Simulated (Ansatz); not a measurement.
# C₂H₈FNSi: one species, many methods

An exercise on one series of results from a longer session: the logs are not shown, and one member is left open.

Program: Ansatz 0.2.0, Gaussian basis. Level of theory: functionals in def2-TZVPP, the program's frozen cores in correlated methods. These are calculated values, not measurements.

Plan: PBE-D4, r2SCAN-D4, PBE0-D4, B3LYP-D4, ωB97X-V, ωB97M-V, B2PLYP; CCSD(T)/def2-TZVPP; MP2/def2-QZVPP; extrapolation to the limit.

**The geometry**

An earlier PBE0-D4 in a triple-zeta def2 set relaxation fixed the geometry.

SMILES `CN([SiH3])CF`, 13 atoms, charge 0, spin multiplicity 1.

Atoms are counted from 1 here; the program's logs count them from 0.

Bond lengths: C1–N2 1.452 Å, C1–H6 1.095 Å, C1–H7 1.092 Å, C1–H8 1.095 Å, N2–Si3 1.733 Å, N2–C4 1.401 Å, Si3–H9 1.490 Å, Si3–H10 1.486 Å, Si3–H11 1.484 Å, C4–F5 1.405 Å, C4–H12 1.095 Å, C4–H13 1.092 Å. Angles: N2–C1–H6 112.7°, N2–C1–H7 109.9°, N2–C1–H8 109.9°, H6–C1–H7 108.2°, H6–C1–H8 108.2°, H7–C1–H8 107.7°, C1–N2–Si3 119.4°, C1–N2–C4 115.6°, Si3–N2–C4 121.3°, N2–Si3–H9 114.3°, N2–Si3–H10 107.8°, N2–Si3–H11 106.9°, H9–Si3–H10 107.5°, H9–Si3–H11 109.1°, H10–Si3–H11 111.2°, N2–C4–F5 112.7°, N2–C4–H12 110.9°, N2–C4–H13 110.7° and more.

The first run:

Input file in.yaml:

```yaml
crystal:
  periodic: [false, false, false]
  atoms:
    - {symbol: C, position_ang: [-0.463391, 0.459943, 1.321974]}
    - {symbol: N, position_ang: [0.134526, 0.178359, 0.029244]}
    - {symbol: Si, position_ang: [0.867408, -1.367625, -0.249425]}
    - {symbol: C, position_ang: [-0.317164, 0.971867, -1.033164]}
    - {symbol: F, position_ang: [-1.620584, 0.641366, -1.441338]}
    - {symbol: H, position_ang: [-1.513594, 0.153589, 1.378444]}
    - {symbol: H, position_ang: [0.086920, -0.061346, 2.108623]}
    - {symbol: H, position_ang: [-0.408479, 1.532861, 1.533138]}
    - {symbol: H, position_ang: [-0.093057, -2.506691, -0.267637]}
    - {symbol: H, position_ang: [1.836044, -1.616744, 0.850075]}
    - {symbol: H, position_ang: [1.553859, -1.290012, -1.563067]}
    - {symbol: H, position_ang: [-0.362660, 2.026811, -0.741584]}
    - {symbol: H, position_ang: [0.320673, 0.842920, -1.910383]}
basis:
  gaussian: {orbitals: def2-TZVPP}
hamiltonian: {xc: pbe, dispersion: d4}
output: {forces: true, orbitals: {seedname: orbitals}}
```

Run with:

```console
> ansatz run in.yaml --threads 4 --pin off --events-out ev --progress --plain --max-ram 10444MiB
```

Among the steps run: PBE-D4 (GGA); r2SCAN-D4 (meta-GGA); PBE0-D4 (hybrid); B3LYP-D4 (hybrid); ωB97X-V (range-separated); ωB97M-V (range-separated); B2PLYP (double hybrid); CCSD(T) in def2-TZVPP; MP2 in def2-QZVPP.

One table of the session follows, with a row left open; its other results are not shown here.

```
            method  atomisation energy (kJ/mol)
            PBE-D4                       4702.0
         r2SCAN-D4                       4624.0
           PBE0-D4                       4626.4
          B3LYP-D4                            ?
           ωB97X-V                       4656.7
           ωB97M-V                       4647.4
            B2PLYP                       4584.5
     HF/def2-TZVPP                       3362.5
    MP2/def2-TZVPP                       4557.0
   CCSD/def2-TZVPP                       4452.3
CCSD(T)/def2-TZVPP                       4512.1
           MP2/CBS                       4676.7
       CCSD(T)/CBS                       4631.8
```

Estimate the missing values for B3LYP-D4.

The run gave: atomisation energy (kJ/mol): 4642.7. In the column «atomisation energy (kJ/mol)» it lies between CCSD(T)/CBS (4631.8) and ωB97M-V (4647.4).
